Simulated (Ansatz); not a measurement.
**Ta2SiC: one candidate of a structure search**

The task: take a trial cell of Ta2SiC to zero force and stress.

Computed with Ansatz 0.2.0 (DFT PBE, scalar-relativistic, plane waves, PAW, unless a step's input says otherwise).

### Step 1. The system as given

Symmetry: P4/mmm, No. 123, tetragonal system. The conventional cell has a = 2.600 Å, b = 2.600 Å, c = 7.932 Å, α = 90.00°, β = 90.00°, γ = 90.00°. Ta (site symmetry 4mm) has 1 C at 1.94 Å and 1 Si at 2.03 Å as nearest neighbours. Around Si (site symmetry 4/mmm) lie 2 Ta at 2.03 Å. C (site symmetry 4/mmm) is surrounded by 2 Ta at 1.94 Å.

As a file:

```cif
data_structure
_symmetry_space_group_name_H-M 'P4/mmm'
_symmetry_Int_Tables_number 123
_cell_length_a 2.6002
_cell_length_b 2.6002
_cell_length_c 7.9321
_cell_angle_alpha 90.000
_cell_angle_beta 90.000
_cell_angle_gamma 90.000
_cell_volume 53.63
loop_
_atom_site_label
_atom_site_type_symbol
_atom_site_symmetry_multiplicity
_atom_site_Wyckoff_symbol
_atom_site_fract_x
_atom_site_fract_y
_atom_site_fract_z
_atom_site_occupancy
Ta1 Ta 2 g 0.00000 0.00000 0.75567 1
Si1 Si 1 b 0.00000 0.00000 0.50000 1
C1 C 1 a 0.00000 0.00000 0.00000 1
```

The cell is invented: random cell by space group and Wyckoff sites (P4/mmm, No. 123). The dimensions are guesses.

### Step 2. A first look at the guess

input.yaml reads:

```yaml
crystal:
  lattice:
    - [2.6002437, 0.0, 0.0]
    - [0.0, 2.6002437, 0.0]
    - [0.0, 0.0, 7.93207054]
  atoms:
    - { symbol: Ta, position: [0.0, 0.0, 0.75566827] }
    - { symbol: Ta, position: [0.0, 0.0, 0.24433173] }
    - { symbol: Si, position: [0.0, 0.0, 0.5] }
    - { symbol: C, position: [0.0, 0.0, 0.0] }
basis:
  ecutwfc: 420
kpoints:
  mp_grid: { grid: [6, 6, 2] }
hamiltonian:
  xc: pbe
scf:
  occupations: { method: gaussian, width: 0.1 }
  lower_state_search: "off"
output:
  forces: true
  stress: true
  eigenvalues: true
```

On the command line:

```bash
$ ansatz run input.yaml --threads 1 --pin off --max-ram 2048MiB --backend cpu --events-out ev --progress --plain --runs-dir out
```

Output:

```text
[... 35 lines left out ...]
SCF 1 converged in 7 iterations: F = -20740.440417 eV  dr2 = 3.32e-8
SCF converged after 7 iterations
Free energy (F): -20740.440417 eV
Harris-Foulkes:  -20740.440417 eV  (|F-HF|=2.41e-8)
Internal energy: -20740.425290 eV  (E = F + TS)
E sigma→0 (E₀):  -20740.432853 eV
Entropy (-TS):   -0.015127 eV (-3.782 meV/atom)
Fermi energy:    16.563454 eV
--- Per-component energies (eV) ---
  E_band       = -186.274431
  E_kinetic    = 884.419231
  E_local      = -1580.185937  (includes V_loc(G=0)·N_el)
  E_nonlocal   = 98.225035
  E_hartree    = 587.699375
  E_xc         = -547.686246
  E_vxc        = -524.085564  (∫ρ·V_xc dr)
  E_paw        = -17409.593678  (= ΣΔE_a)
  E_vpaw       = -240.049066  (= ΣTr[D̂ρ^β])
  E_aug_tail   = 0.000311  (compensation charges beyond the density's cutoff)
  E_ewald      = -2773.303380
  E_smearing   = -0.015127  (= −TS)
  E_closure    = 0.000000  (closes the sum)
  Σ components = -20740.440417   (vs F -20740.440417, Δ=0.00e0)
--- Forces (eV/Å), atoms counted from 1 ---
  atom   1  Ta     0.00000000     0.00000000     8.77036458
  atom   2  Ta     0.00000000     0.00000000    -8.77036458
  atom   3  Si     0.00000000    -0.00000000     0.00000000
  atom   4  C     -0.00000000     0.00000000     0.00000000
  max |Σ_I F_I| component: 2.16e-32 eV/Å
--- Stress (GPa, compression-positive) ---
       25.746139       0.000000       0.000000
        0.000000      25.746139       0.000000
        0.000000       0.000000     167.080316
  P = ⅓ Tr σ = 72.8575 GPa (728.575 kbar)
--- Band table (eV; the first three rows and the last of 20) ---
  k-point 0: bands = ["-50.4039", "-50.4005", "-17.8027", "-17.7200", "-16.1218", "-16.1218", "-16.1197", "-16.1197", "3.6075", "6.0565", "9.5314", "11.7211", "12.1155", "13.6889", "13.8366", "15.9340", "17.3844", "17.3844", "20.1910", "20.1910", "21.1427"]
  k-point 1: bands = ["-50.4039", "-50.4005", "-17.7762", "-17.7469", "-16.1220", "-16.1220", "-16.1194", "-16.1194", "4.4924", "4.5473", "10.9922", "11.7266", "12.7517", "13.6331", "13.7295", "13.7939", "17.5558", "17.5558", "19.2729", "19.2729", "22.4304"]
  k-point 2: bands = ["-50.3636", "-50.3603", "-17.7395", "-17.6611", "-16.6312", "-16.6277", "-16.0788", "-16.0768", "4.1173", "6.4311", "10.1574", "12.5152", "12.6855", "14.4850", "14.8072", "15.3343", "15.6097", "17.5964", "18.6972", "19.1953", "20.3848"]
  k-point 19: bands = ["-50.0842", "-50.0807", "-17.7159", "-17.7159", "-17.7130", "-17.7130", "-17.2999", "-17.2704", "8.5929", "11.4527", "12.0943", "12.1704", "12.1704", "12.2662", "12.4893", "12.4893", "17.3928", "17.5160", "17.5160", "18.0481", "19.2078"]
```

Run time: 1.8 s. Hardware: 1 thread of Intel Xeon Platinum 8488C (Sapphire Rapids), shared host; peak memory 0.37 GiB.

From the probe: pressure 72.9 GPa, largest force 8.77 eV/Å, gap on this mesh none (metal). A cheap, loose relaxation comes first.

### Step 3. A loose first relaxation

input.yaml, as its differences from that of step 2:

```diff
@@ -23 +23,6 @@
   eigenvalues: true
+relax:
+  adjacent_minimum: "off"
+  f_tol: 0.04
+  max_steps: 70
+  cell: { stress_tol: 0.4 }
```

On the command line:

```bash
$ ansatz run input.yaml --threads 1 --pin off --max-ram 2048MiB --backend cpu --events-out ev --progress --plain --runs-dir out
```

Output:

```text
Warning: RAYON_NUM_THREADS=1 ignored (pool sized by the plan → 1); use --threads N
Engine: ansatz 0.2.0, x86_64-unknown-linux-gnu
Pseudopotentials: kind: paw
Pseudopotential: Ta, paw, valence charge 13, recommended cutoff 420 eV (normal), Ta.paw.azcp
Pseudopotential: Si, paw, valence charge 4, recommended cutoff 420 eV (normal), Si.paw.azcp
Pseudopotential: C, paw, valence charge 4, recommended cutoff 420 eV (normal), C.paw.azcp
Functional definition: PBE
  parameter kappa = 0.804
  parameter beta = 0.06672455060314922
  exchange = pbe_x(kappa = kappa, mu = beta*pi^2/3)
  correlation = pbe_c(beta = beta)
Crystal: 4 atoms, lattice volume = 53.631 Å³
Basis set: ecut = 420 eV, 1071 PW (Γ), exchange–correlation on 36×36×108 points (8 copies of the dense FFT grid, shifted against one another)
Bands: 21, of which v1, the nominal top of the filled ones, is band 17 counted from 1 (16 counted from 0)
Symmetry: 16 space group operations
Space group: P4/mmm (ITA 123), of the structure as read, at distance tolerance 3.8e-5 Å
k-points: 20 of 72
Non-local potential: Ta, projectors of the file, l = 0: 3, l = 1: 2, l = 2: 2, l = 3: 1
Non-local potential: Si, projectors of the file, l = 0: 2, l = 1: 2, l = 2: 2
Non-local potential: C, projectors of the file, l = 0: 2, l = 1: 2, l = 2: 1
PAW form: soft (Blöchl's): semilocal exchange-correlation on the pseudo side does not see the compensation charge
PAW one-centre angular grid: Ta, 590 points (default); XC on 64 Gauss nodes
PAW one-centre angular grid: Si, 110 points (default); XC on 64 Gauss nodes
PAW one-centre angular grid: C, 110 points (default); XC on 64 Gauss nodes
Initial density: superposition of atomic densities (neutral atoms: chi_scale 0, normalization atom), corrected by the library's trained network
Initial wavefunctions: pseudopotential atomic-orbital guess
Functional: x = pbe(κ = 0.804, μ = 0.2195149727645171), c = pbe(β = 0.06672455060314922)
SCF iter   1: F=—  HF=-20740.448523 eV  |F-HF|=—  |Δ(HF+E_count)|=         —  Δρ=9.29e-3  dr2=4.07e-2  ethr=1.77e-3  ⟨swp⟩=5.5  Hψ=2035  notcnv=0
preconditioner: auto → Kerker (q_TF=auto, 2.529 Å⁻¹)  [metal: Δε(μ)=0.097 eV  Ē_g=6.230 eV  σ=0.100 eV  W_gap=0.48  n_scr=10 (ndim 8)  ℏωp=21.5 eV  f_vac=0.000  D(μ)=2.63/eV (n_scr^D=26)]
SCF iter   2: F=—  HF=-20740.442639 eV  |F-HF|=—  |Δ(HF+E_count)|=   5.88e-3  Δρ=5.20e-3  dr2=1.26e-2  ethr=1.20e-4  ⟨swp⟩=1.0  Hψ=580  notcnv=0
SCF iter   3: F=—  HF=-20740.440588 eV  |F-HF|=—  |Δ(HF+E_count)|=   2.05e-3  Δρ=1.53e-3  dr2=2.27e-3  ethr=3.70e-5  ⟨swp⟩=2.0  Hψ=544  notcnv=0
SCF iter   4: F=—  HF=-20740.440303 eV  |F-HF|=—  |Δ(HF+E_count)|=   2.84e-4  Δρ=3.39e-4  dr2=5.31e-5  ethr=6.67e-6  ⟨swp⟩=2.0  Hψ=539  notcnv=0
SCF iter   5: F=—  HF=-20740.440417 eV  |F-HF|=—  |Δ(HF+E_count)|=   1.14e-4  Δρ=7.19e-5  dr2=6.32e-6  ethr=1.56e-7  ⟨swp⟩=2.4  Hψ=620  notcnv=0
SCF iter   6: F=—  HF=-20740.440417 eV  |F-HF|=—  |Δ(HF+E_count)|=   1.63e-8  Δρ=3.04e-5  dr2=1.48e-6  ethr=1.86e-8  ⟨swp⟩=1.9  Hψ=488  notcnv=0
SCF iter   7: F=-20740.440417 eV  HF=-20740.440417 eV  |F-HF|=2.41e-8  |Δ(HF+E_count)|=   1.98e-8  Δρ=4.53e-6  dr2=3.31e-8  ethr=2.94e-10  ⟨swp⟩=5.2  Hψ=1825  notcnv=0
SCF 1 converged in 7 iterations: F = -20740.440417 eV  dr2 = 3.31e-8
relax step   1: F+E_penalty+E_count = -20740.44041707 eV  Δ(F+E_penalty+E_count) = +0.000e0 eV  max|allowed force component| = 8.770e0 eV/Å  Δτ_max = 0.0000 Å  P = +72.858 GPa  Ω = 53.631 Å³  (7 SCF iters, dr2 threshold 1.00e-7 eV, accepted)
Crystal: 4 atoms, lattice volume = 57.277 Å³
Basis set: ecut = 420 eV, 1111 PW (Γ), exchange–correlation on 36×36×108 points (8 copies of the dense FFT grid, shifted against one another)
Initial density: handed on by an earlier stage of this run
Initial wavefunctions: those handed on with the density
SCF iter   1: F=—  HF=-20744.083762 eV  |F-HF|=—  |Δ(HF+E_count)|=         —  Δρ=3.58e-2  dr2=4.72e0  ethr=3.10e-3  ⟨swp⟩=6.9  Hψ=2146  notcnv=0
preconditioner: auto → Kerker (q_TF=auto, 2.501 Å⁻¹)  [metal: Δε(μ)=0.074 eV  Ē_g=6.050 eV  σ=0.100 eV  W_gap=0.40  n_scr=10 (ndim 8)  ℏωp=20.8 eV  f_vac=0.000  D(μ)=2.69/eV (n_scr^D=26)]
SCF iter   2: F=—  HF=-20743.752367 eV  |F-HF|=—  |Δ(HF+E_count)|=   3.31e-1  Δρ=1.39e-2  dr2=7.29e-1  ethr=3.10e-3  ⟨swp⟩=2.4  Hψ=653  notcnv=0  defer=1
SCF iter   3: F=—  HF=-20743.685937 eV  |F-HF|=—  |Δ(HF+E_count)|=   6.64e-2  Δρ=5.05e-3  dr2=1.10e-1  ethr=2.14e-3  ⟨swp⟩=1.6  Hψ=452  notcnv=0  defer=2
SCF iter   4: F=—  HF=-20743.674739 eV  |F-HF|=—  |Δ(HF+E_count)|=   1.12e-2  Δρ=2.99e-3  dr2=7.60e-3  ethr=3.24e-4  ⟨swp⟩=1.4  Hψ=543  notcnv=0  defer=2
SCF iter   5: F=—  HF=-20743.673036 eV  |F-HF|=—  |Δ(HF+E_count)|=   1.70e-3  Δρ=1.42e-3  dr2=6.14e-3  ethr=2.24e-5  ⟨swp⟩=2.0  Hψ=608  notcnv=0  defer=2
SCF iter   6: F=—  HF=-20743.672833 eV  |F-HF|=—  |Δ(HF+E_count)|=   2.03e-4  Δρ=8.70e-4  dr2=2.01e-3  ethr=1.81e-5  ⟨swp⟩=1.9  Hψ=492  notcnv=0  defer=2
SCF iter   7: F=—  HF=-20743.672724 eV  |F-HF|=—  |Δ(HF+E_count)|=   1.09e-4  Δρ=3.00e-4  dr2=2.04e-4  ethr=5.91e-6  ⟨swp⟩=1.0  Hψ=441  notcnv=0  defer=2
SCF iter   8: F=—  HF=-20743.672801 eV  |F-HF|=—  |Δ(HF+E_count)|=   7.68e-5  Δρ=5.63e-5  dr2=4.20e-6  ethr=6.01e-7  ⟨swp⟩=1.2  Hψ=422  notcnv=0  defer=2
SCF iter   9: F=—  HF=-20743.672801 eV  |F-HF|=—  |Δ(HF+E_count)|=   4.01e-8  Δρ=1.14e-5  dr2=4.40e-7  ethr=1.24e-8  ⟨swp⟩=2.0  Hψ=555  notcnv=0  defer=2
SCF iter  10: F=-20743.672801 eV  HF=-20743.672801 eV  |F-HF|=1.21e-8  |Δ(HF+E_count)|=   2.12e-8  Δρ=2.57e-6  dr2=1.33e-8  ethr=1.18e-9  ⟨swp⟩=5.3  Hψ=1440  notcnv=0
SCF 2 converged in 10 iterations: F = -20743.672801 eV  dr2 = 1.33e-8
relax step   2: F+E_penalty+E_count = -20743.67280124 eV  Δ(F+E_penalty+E_count) = -3.232e0 eV  max|allowed force component| = 2.534e0 eV/Å  Δτ_max = 0.0910 Å  P = +44.880 GPa  Ω = 57.277 Å³  energy of the carried Pulay correction = -3.190e-3 eV  (10 SCF iters, dr2 threshold 4.00e-7 eV, accepted)
Crystal: 4 atoms, lattice volume = 62.284 Å³
Basis set: ecut = 420 eV, 1217 PW (Γ), exchange–correlation on 36×36×108 points (8 copies of the dense FFT grid, shifted against one another)
iter 1 solved again at ethr=2.03e-3 eV; its pass at ethr=3.10e-3 eV (dr2=6.91e-1 eV) is discarded
SCF iter   1: F=—  HF=-20745.228841 eV  |F-HF|=—  |Δ(HF+E_count)|=         —  Δρ=1.27e-2  dr2=6.90e-1  ethr=2.03e-3  ⟨swp⟩=1.0  Hψ=2520  notcnv=0
preconditioner: auto → Kerker (q_TF=auto, 2.466 Å⁻¹)  [metal: Δε(μ)=0.079 eV  Ē_g=5.680 eV  σ=0.100 eV  W_gap=0.41  n_scr=18 (ndim 8)  ℏωp=20.0 eV  f_vac=0.000  D(μ)=4.67/eV (n_scr^D=58)]
SCF iter   2: F=—  HF=-20745.189883 eV  |F-HF|=—  |Δ(HF+E_count)|=   3.90e-2  Δρ=6.14e-3  dr2=1.77e-1  ethr=2.03e-3  ⟨swp⟩=1.0  Hψ=420  notcnv=0
SCF iter   3: F=—  HF=-20745.173984 eV  |F-HF|=—  |Δ(HF+E_count)|=   1.59e-2  Δρ=1.49e-3  dr2=4.08e-3  ethr=5.19e-4  ⟨swp⟩=1.6  Hψ=434  notcnv=0
SCF iter   4: F=—  HF=-20745.173611 eV  |F-HF|=—  |Δ(HF+E_count)|=   3.73e-4  Δρ=5.36e-4  dr2=2.55e-4  ethr=1.20e-5  ⟨swp⟩=2.0  Hψ=605  notcnv=0
SCF iter   5: F=—  HF=-20745.173564 eV  |F-HF|=—  |Δ(HF+E_count)|=   4.66e-5  Δρ=1.35e-4  dr2=1.36e-5  ethr=7.49e-7  ⟨swp⟩=2.0  Hψ=579  notcnv=0
SCF iter   6: F=—  HF=-20745.173572 eV  |F-HF|=—  |Δ(HF+E_count)|=   7.60e-6  Δρ=2.87e-5  dr2=7.64e-7  ethr=4.00e-8  ⟨swp⟩=2.0  Hψ=556  notcnv=0
SCF iter   7: F=-20745.173572 eV  HF=-20745.173572 eV  |F-HF|=4.48e-9  |Δ(HF+E_count)|=   3.95e-7  Δρ=4.93e-6  dr2=1.36e-8  ethr=1.18e-9  ⟨swp⟩=5.3  Hψ=1725  notcnv=0
SCF 3 converged in 7 iterations: F = -20745.173572 eV  dr2 = 1.36e-8
relax step   3: F+E_penalty+E_count = -20745.17357217 eV  Δ(F+E_penalty+E_count) = -1.501e0 eV  max|allowed force component| = 1.406e0 eV/Å  Δτ_max = 0.0279 Å  P = +22.189 GPa  Ω = 62.284 Å³  energy of the carried Pulay correction = -7.246e-3 eV  (7 SCF iters, dr2 threshold 4.00e-7 eV, accepted)
[... from here on, the SCF cycles and remarks between the steps are left out ...]
relax step   4: F+E_penalty+E_count = -20745.85798772 eV  Δ(F+E_penalty+E_count) = -6.844e-1 eV  max|allowed force component| = 8.049e-1 eV/Å  Δτ_max = 0.0341 Å  P = +7.100 GPa  Ω = 66.852 Å³  energy of the carried Pulay correction = -1.065e-2 eV  (7 SCF iters, dr2 threshold 4.00e-7 eV, accepted)
relax step   5: F+E_penalty+E_count = -20746.01216932 eV  Δ(F+E_penalty+E_count) = -1.542e-1 eV  max|allowed force component| = 5.482e-2 eV/Å  Δτ_max = 0.0709 Å  P = -2.207 GPa  Ω = 71.164 Å³  energy of the carried Pulay correction = -1.365e-2 eV  (7 SCF iters, dr2 threshold 4.00e-7 eV, accepted)
relax step   6: F+E_penalty+E_count = -20746.02076529 eV  Δ(F+E_penalty+E_count) = -8.596e-3 eV  max|allowed force component| = 2.969e-2 eV/Å  Δτ_max = 0.0024 Å  P = -0.020 GPa  Ω = 70.018 Å³  energy of the carried Pulay correction = -1.287e-2 eV  (6 SCF iters, dr2 threshold 4.00e-7 eV, accepted)
relax step   7: F+E_penalty+E_count = -20746.02156262 eV  Δ(F+E_penalty+E_count) = -7.973e-4 eV  max|allowed force component| = 2.601e-2 eV/Å  Δτ_max = 0.0017 Å  P = -0.023 GPa  Ω = 69.948 Å³  energy of the carried Pulay correction = -1.282e-2 eV  (6 SCF iters, dr2 threshold 4.00e-7 eV, accepted)
relax step   8: F+E_penalty+E_count = -20746.02188953 eV  Δ(F+E_penalty+E_count) = -3.269e-4 eV  max|allowed force component| = 8.372e-3 eV/Å  Δτ_max = 0.0006 Å  P = +0.012 GPa  Ω = 69.849 Å³  energy of the carried Pulay correction = -1.276e-2 eV  (6 SCF iters, dr2 threshold 4.00e-7 eV, accepted)
relax step   9: F+E_penalty+E_count = -20746.07597032 eV  Δ(F+E_penalty+E_count) = -5.408e-2 eV  max|allowed force component| = 2.061e-2 eV/Å  Δτ_max = 0.0000 Å  P = +0.720 GPa  Ω = 69.849 Å³  stress off target by 1.45e0 GPa  SCF on the basis re-selected at this cell (its energy is not comparable with the rows above)  (7 SCF iters)
relax step  10: F+E_penalty+E_count = -20746.07690465 eV  Δ(F+E_penalty+E_count) = -9.343e-4 eV  max|allowed force component| = 8.819e-4 eV/Å  Δτ_max = 0.0030 Å  P = +0.034 GPa  Ω = 70.163 Å³  energy of the carried Pulay correction = -2.336e-4 eV  (6 SCF iters, dr2 threshold 4.00e-7 eV, accepted)
iter 1 solved again at ethr=4.40e-8 eV; its pass at ethr=3.10e-3 eV (dr2=1.50e-5 eV) is discarded
SCF iter   1: F=—  HF=-20746.077117 eV  |F-HF|=—  |Δ(HF+E_count)|=         —  Δρ=4.81e-5  dr2=1.78e-7  ethr=4.40e-8  ⟨swp⟩=3.3  Hψ=3129  notcnv=0
preconditioner: auto → Kerker (q_TF=auto, 2.418 Å⁻¹)  [metal: Δε(μ)=0.032 eV  Ē_g=5.196 eV  σ=0.100 eV  W_gap=0.18  n_scr=18 (ndim 8)  ℏωp=18.8 eV  f_vac=0.000  D(μ)=3.98/eV (n_scr^D=36)]
SCF iter   2: F=—  HF=-20746.077107 eV  |F-HF|=—  |Δ(HF+E_count)|=   9.89e-6  Δρ=2.43e-5  dr2=2.28e-8  ethr=5.22e-10  ⟨swp⟩=2.0  Hψ=672  notcnv=0
SCF iter   3: F=—  HF=-20746.077109 eV  |F-HF|=—  |Δ(HF+E_count)|=   1.81e-6  Δρ=7.96e-6  dr2=1.28e-8  ethr=6.70e-11  ⟨swp⟩=1.9  Hψ=459  notcnv=0
SCF iter   4: F=—  HF=-20746.077109 eV  |F-HF|=—  |Δ(HF+E_count)|=   2.00e-7  Δρ=1.42e-6  dr2=2.88e-9  ethr=3.77e-11  ⟨swp⟩=1.6  Hψ=431  notcnv=0
SCF iter   5: F=-20746.077109 eV  HF=-20746.077109 eV  |F-HF|=6.15e-10  |Δ(HF+E_count)|=   4.32e-9  Δρ=7.25e-7  dr2=1.22e-9  ethr=7.53e-12  ⟨swp⟩=4.1  Hψ=1261  notcnv=0
SCF 11 converged in 5 iterations: F = -20746.077109 eV  dr2 = 1.22e-9
relax step  11: F+E_penalty+E_count = -20746.07710918 eV  Δ(F+E_penalty+E_count) = -2.045e-4 eV  max|allowed force component| = 1.163e-3 eV/Å  Δτ_max = 0.0000 Å  P = +0.035 GPa  Ω = 70.163 Å³  stress off target by 4.67e-2 GPa  SCF on the basis re-selected at this cell (its energy is not comparable with the rows above)  (5 SCF iters)
basis re-selected at this cell: Δ(F+E_penalty+E_count) = -2.045e-4 eV, ΔP = +0.001 GPa vs the last step (what re-selecting the basis moved, of the pressure what is left beyond the Pulay correction that the steps carried, after the strain that the cell walked since its last selection, with what the two solves' SCF thresholds leave and, on support functions, any second-order correction that the steps lacked; it is no measure of the basis error at this ecutwfc). This SCF's stress stands 4.67e-2 GPa from its target on what of the cell is left free (relax.cell.stress_tol is 4.00e-1 GPa) and its largest allowed force component is 1.16e-3 eV/Å (relax.f_tol is 4.00e-2 eV/Å): within both
SCF converged after 5 iterations
Free energy (F): -20746.077109 eV
Harris-Foulkes:  -20746.077109 eV  (|F-HF|=6.15e-10)
Internal energy: -20746.057184 eV  (E = F + TS)
E sigma→0 (E₀):  -20746.067147 eV
Entropy (-TS):   -0.019925 eV (-4.981 meV/atom)
Fermi energy:    12.179990 eV
--- Per-component energies (eV) ---
  E_band       = -333.805440
  E_kinetic    = 849.293695
  E_local      = -2180.621607  (includes V_loc(G=0)·N_el)
  E_nonlocal   = 86.182506
  E_hartree    = 826.570809
  E_xc         = -535.677946
  E_vxc        = -508.375722  (∫ρ·V_xc dr)
  E_paw        = -17404.043647  (= ΣΔE_a)
  E_vpaw       = -233.426289  (= ΣTr[D̂ρ^β])
  E_aug_tail   = 0.000345  (compensation charges beyond the density's cutoff)
  E_ewald      = -2387.761339
  E_smearing   = -0.019925  (= −TS)
  E_closure    = -0.000000  (closes the sum)
  Σ components = -20746.077109   (vs F -20746.077109, Δ=0.00e0)
--- Forces (eV/Å), atoms counted from 1 ---
  atom   1  Ta     0.00000000     0.00000000    -0.00116345
  atom   2  Ta     0.00000000     0.00000000     0.00116345
  atom   3  Si    -0.00000000     0.00000000     0.00000000
  atom   4  C      0.00000000     0.00000000     0.00000000
  max |Σ_I F_I| component: 1.54e-33 eV/Å
--- Stress (GPa, compression-positive) ---
        0.028780       0.000000       0.000000
        0.000000       0.028780       0.000000
        0.000000       0.000000       0.046668
  P = ⅓ Tr σ = 0.0347 GPa (0.347 kbar)
--- Band table (eV; the first three rows and the last of 20) ---
  k-point 0: bands = ["-55.4016", "-55.4016", "-22.1168", "-22.1020", "-21.3317", "-21.3317", "-21.3307", "-21.3307", "0.7069", "1.8084", "5.5141", "7.3523", "8.4367", "9.6820", "9.6928", "9.7305", "13.3516", "13.3516", "14.2022", "15.9525", "15.9525"]
  k-point 1: bands = ["-55.4016", "-55.4016", "-22.1158", "-22.1030", "-21.3317", "-21.3317", "-21.3307", "-21.3307", "0.9700", "1.3791", "6.4699", "6.7797", "8.6828", "8.7816", "9.6991", "9.7241", "13.3671", "13.3671", "15.1976", "15.7755", "15.7755"]
  k-point 2: bands = ["-55.3784", "-55.3783", "-22.0796", "-22.0658", "-21.6619", "-21.6606", "-21.3040", "-21.3030", "1.1230", "2.2532", "6.1622", "8.1373", "8.9009", "9.8339", "10.3865", "10.5987", "11.5230", "13.5161", "14.1163", "14.3977", "15.1396"]
  k-point 19: bands = ["-55.2169", "-55.2169", "-22.4043", "-22.4043", "-22.4025", "-22.4025", "-21.8265", "-21.8201", "4.4237", "8.4156", "8.5621", "8.6158", "8.9950", "8.9950", "9.7979", "9.7979", "11.0919", "12.9257", "12.9257", "13.0748", "13.6527"]
--- Relaxed structure (9 steps of the walk, 9 accepted, 2 SCFs on fresh bases) ---
  F+E_penalty+E_count = -20746.07710918 eV   max|allowed force component| = 1.163e-3 eV/Å   (the final SCF, on the basis selected at the relaxed cell)
  cell:  # Å, volume = 70.1625 Å³
    - [2.7204731773806174, -4.39884711069509e-34, 0.0]
    - [-4.39884711069509e-34, 2.7204731773806174, 0.0]
    - [0.0, 0.0, 9.480176844397084]
  atoms:
    - { symbol: Ta, position: [8.743050024466185e-36, -1.3742953502780354e-36, 0.7842788566177362] }
    - { symbol: Ta, position: [9.900351372068741e-36, 9.403073449270768e-37, 0.2157211433822639] }
    - { symbol: Si, position: [-8.616470189572154e-36, 3.6165667112579877e-37, 0.5] }
    - { symbol: C, position: [-1.0026931206962771e-35, 7.233133422515975e-38, 5.467435858105743e-19] }
```

Run time: 19 s. Hardware: 1 thread of Intel Xeon Platinum 8488C (Sapphire Rapids), shared host; peak memory 0.4 GiB.

Relaxation path:

| step | energy from step 1 (eV/cell) | largest force component (eV/Å) | pressure (GPa) | volume (Å³) |
| --- | --- | --- | --- | --- |
| 1 | 0.0000 | 8.7704 | 72.86 | 53.63 |
| 2 | -3.2324 | 2.5345 | 44.88 | 57.28 |
| 3 | -4.7332 | 1.4057 | 22.19 | 62.28 |
| 4 | -5.4176 | 0.8049 | 7.10 | 66.85 |
| 5 | -5.5718 | 0.0548 | -2.21 | 71.16 |
| 6 | -5.5803 | 0.0297 | -0.02 | 70.02 |
| 7 | -5.5811 | 0.0260 | -0.02 | 69.95 |
| 8 | -5.5815 | 0.0084 | 0.01 | 69.85 |
| 9 | -5.6356 | 0.0206 | 0.72 | 69.85 |
| 10 | -5.6365 | 0.0009 | 0.03 | 70.16 |
| 11 | -5.6367 | 0.0012 | 0.03 | 70.16 |

Step 1 is the start. Steps 9, 11 each repeat the geometry before them on a plane-wave basis chosen anew, so the energy can jump there without any move.

|  | before | after | change |
| --- | --- | --- | --- |
| a (Å) | 2.600 | 2.720 | +4.6 % |
| b (Å) | 2.600 | 2.720 | +4.6 % |
| c (Å) | 7.932 | 9.480 | +19.5 % |
| volume (Å³/atom) | 13.41 | 17.54 | +30.8 % |
| shortest distance (Å) | 1.938 | 2.045 | +5.5 % |
| space group (0.01 Å) | P4/mmm | P4/mmm | same |

Forces and stress were held to the start's 16 operations: a distortion of lower symmetry was not tested.

(Part 1 of 2 ends here.)
